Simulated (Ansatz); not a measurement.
# GaH₄OSi radical: up Jacob's ladder to CCSD(T)

One table from this session's results is given with a row withheld; the runs are named, their logs left out.

Method: functionals in def2-TZVPP, the program's frozen cores in correlated methods; program: Ansatz 0.2.0, Gaussian basis.

The runs, in order: LDA (SPW92), PBE-D4, revPBE-D4, BLYP-D4, r2SCAN-D4, B97M-V, PBE0-D4, B3LYP-D4, r2SCANh-D4, r2SCAN0-D4, HSE06-D4, BHLYP-D4, CAM-B3LYP-D4, LC-ωPBE, ωB97X-V, ωB97M-V, B2PLYP, PBE-QIDH; CCSD(T)/def2-SVP; CCSD(T)/def2-TZVPP; MP2/def2-QZVPP; extrapolation to the limit; RPA on PBE.

## The relaxed structure

All runs share one geometry, relaxed beforehand with PBE0-D4 in a triple-zeta def2 set.

SMILES `[SiH3][O][GaH]`, 7 atoms, charge 0, spin multiplicity 2.

Atoms are counted from 1 here; the program's logs count them from 0.

Bond lengths: Si1–O2 1.632 Å, Si1–H4 1.488 Å, Si1–H5 1.491 Å, Si1–H6 1.488 Å, O2–Ga3 1.793 Å, Ga3–H7 1.605 Å. Angles: O2–Si1–H4 109.9°, O2–Si1–H5 111.5°, O2–Si1–H6 109.9°, H4–Si1–H5 108.4°, H4–Si1–H6 108.7°, H5–Si1–H6 108.3°, Si1–O2–Ga3 142.9°, O2–Ga3–H7 113.7°.

Coordinates:

```xyz
7

Si   -0.90713    0.57666   -0.24448
O     0.28171   -0.37545    0.34041
Ga    1.97228   -0.89575    0.04779
H    -2.09897   -0.24830   -0.57867
H    -0.47374    1.29736   -1.47581
H    -1.29571    1.58646    0.77632
H     2.52155   -1.94097    1.13445
```

Set-up of the first run:

The input, in.yaml:

```yaml
crystal:
  periodic: [false, false, false]
  atoms:
    - {symbol: Si, position_ang: [-0.907133, 0.576662, -0.244480]}
    - {symbol: O, position_ang: [0.281715, -0.375450, 0.340405]}
    - {symbol: Ga, position_ang: [1.972279, -0.895755, 0.047791]}
    - {symbol: H, position_ang: [-2.098965, -0.248305, -0.578669]}
    - {symbol: H, position_ang: [-0.473737, 1.297357, -1.475813]}
    - {symbol: H, position_ang: [-1.295708, 1.586461, 0.776321]}
    - {symbol: H, position_ang: [2.521549, -1.940970, 1.134446]}
basis:
  gaussian: {orbitals: def2-TZVPP}
magnetization: {spin_polarized: true, initial_magnetization: 1}
hamiltonian: {xc: lda}
output: {orbitals: {seedname: orbitals}}
```

Among the steps run: LDA; PBE-D4 (GGA); revPBE-D4 (GGA); BLYP-D4 (GGA); r2SCAN-D4 (meta-GGA); B97M-V (meta-GGA); PBE0-D4 (hybrid); B3LYP-D4 (hybrid); r2SCANh-D4 (hybrid); r2SCAN0-D4 (hybrid); HSE06-D4 (hybrid); BHLYP-D4 (hybrid); CAM-B3LYP-D4 (range-separated); LC-ωPBE (range-separated); ωB97X-V (range-separated); ωB97M-V (range-separated); B2PLYP (double hybrid); PBE-QIDH (double hybrid).

One of the session's tables, all rows but one given; the rest of the session is left out.

It belongs to the step «Frontier levels by functional». 

```
  functional  HOMO (eV)  LUMO (eV)  gap (eV)
 LDA (SPW92)      -5.08      -4.12      0.97
      PBE-D4      -5.05      -3.80      1.25
   revPBE-D4      -5.03      -3.68      1.35
     BLYP-D4      -4.90      -3.86      1.04
   r2SCAN-D4      -5.44      -3.39      2.05
      B97M-V      -5.25      -4.10      1.15
     PBE0-D4      -6.13      -2.88      3.26
    B3LYP-D4      -5.92      -3.32      2.60
  r2SCANh-D4      -5.83      -3.08      2.76
  r2SCAN0-D4      -6.42      -2.62      3.81
    HSE06-D4      -5.74      -3.26      2.48
    BHLYP-D4      -7.07      -2.15      4.92
CAM-B3LYP-D4      -7.37      -2.05      5.33
     LC-ωPBE      -8.71      -0.58      8.13
     ωB97X-V      -8.24      -1.03      7.21
     ωB97M-V          ?          ?         ?
```

Estimate the missing values for ωB97M-V.

As computed: HOMO (eV): -8.14; LUMO (eV): -1.22; gap (eV): 6.92. In the column «HOMO (eV)» it lies between ωB97X-V (-8.24) and CAM-B3LYP-D4 (-7.37).
